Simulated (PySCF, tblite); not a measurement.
# C₆H₁₁FN₂Si: geometry, infrared bands and NMR shifts

Wanted: the infrared bands and NMR shifts of C₆H₁₁FN₂Si (`CCCc1c(F)cnn1[SiH3]`), by calculation.

Programs: tblite 0.8.0 and PySCF 2.14.0, with density-fitted response routines of our own. Each step states its level of theory. These are calculated values for one molecule in the gas phase, unless marked as measured. Atoms are numbered from 0 throughout.

## Step 1: The starting structure

21 atoms, charge 0, multiplicity 1; geometry from: force field or distance geometry start.

Bonds of the start (Å): C0–C1 1.52, C1–C2 1.47, C2–C3 1.48, C3–C4 1.39, C4–F5 1.35, C4–C6 1.39, C6–N7 1.35, N7–N8 1.34, N8–Si9 1.81, N8–C3 1.36, C0–H10 1.12, C0–H11 1.11, C0–H12 1.12, C1–H13 1.13, C1–H14 1.11, C2–H15 1.13, C2–H16 1.13, C6–H17 1.07, Si9–H18 1.45, Si9–H19 1.46, Si9–H20 1.48.

## Step 2: Geometry optimisation with GFN2-xTB

Job settings and geometry (Å):

```
{"job": {"kind": "relax", "xc": "GFN2-xTB", "basis": "xTB"}, "charge": 0, "multiplicity": 1}
C      1.976000    -0.776000     0.773400
C      1.805200    -0.420100    -0.696500
C      0.414200    -0.395000    -1.174600
C     -0.491400     0.576900    -0.527100
C     -0.442700     1.940800    -0.777300
F      0.383200     2.571200    -1.641100
C     -1.425100     2.517700     0.011700
N     -2.001900     1.520700     0.708700
N     -1.460200     0.338900     0.402900
Si    -1.956500    -1.253100     1.105800
H      1.919300    -1.889400     0.922800
H      1.194700    -0.339000     1.430600
H      2.998000    -0.495300     1.123500
H      2.311900    -1.271100    -1.247300
H      2.410000     0.474600    -0.971200
H     -0.028300    -1.422500    -1.027400
H      0.440900    -0.180500    -2.283000
H     -1.635500     3.571000     0.034400
H     -1.150000    -1.609600     2.263100
H     -3.352300    -1.175100     1.538700
H     -1.918600    -2.268100     0.029400
```

Started as:

```console
> OMP_NUM_THREADS=1 python probes_run.py task.json out
```

One launch serves the whole session: the jobs run in the order shown.

**Question.** This job is followed by: GFN2-xTB harmonic vibrations, gas phase; GIAO PBE0/pcSseg-1 NMR shielding, non-relativistic, gas phase. Predict these results of the whole session: strongest single infrared mode (GFN2-xTB); zero-point energy (GFN2-xTB); 13C shifts against TMS (PBE0/pcSseg-1); 1H shifts against TMS (PBE0/pcSseg-1, means over atoms taken as alike); 19F shifts against CFCl3 (PBE0/pcSseg-1); 15N shifts against NH3 (PBE0/pcSseg-1); 29Si shifts against TMS (PBE0/pcSseg-1).

**Answer**, as computed:

| quantity | value |
| --- | --- |
| strongest single infrared mode (GFN2-xTB) | 2251 cm⁻¹, 321 km/mol |
| zero-point energy (GFN2-xTB) | 99.9 kcal/mol |
| 13C shifts against TMS (PBE0/pcSseg-1) | 159.5, 138.8, 136.1, 30.9, 26.7, 15.4 ppm |
| 1H shifts against TMS (PBE0/pcSseg-1, means over atoms taken as alike) | 7.61, 5.27, 2.89, 1.79, 0.90 ppm |
| 19F shifts against CFCl3 (PBE0/pcSseg-1) | -190.9 ppm |
| 15N shifts against NH3 (PBE0/pcSseg-1) | 349.2, 214.6 ppm |
| 29Si shifts against TMS (PBE0/pcSseg-1) | -45.1 ppm |

**Reading.** The optimisation took 142 steps and gained 0.639 eV; among the close pairs (by a distance rule), C1–C2 changed most, from 1.471 to 1.535 Å. No mode is imaginary among the 57: a minimum at this level. The strongest single mode, at 2251 cm⁻¹, moves mainly H20. GFN2-xTB is a fitted tight-binding method: band positions and strengths are rough. Its intensities can rank the bands wrongly. At PBE0/pcSseg-1: The widest tensor belongs to N7: span 485 ppm, with a paramagnetic part of -404 ppm. NICS(1)zz of -28 ppm above the planar ring from C3 marks a diatropic (aromatic) ring current.
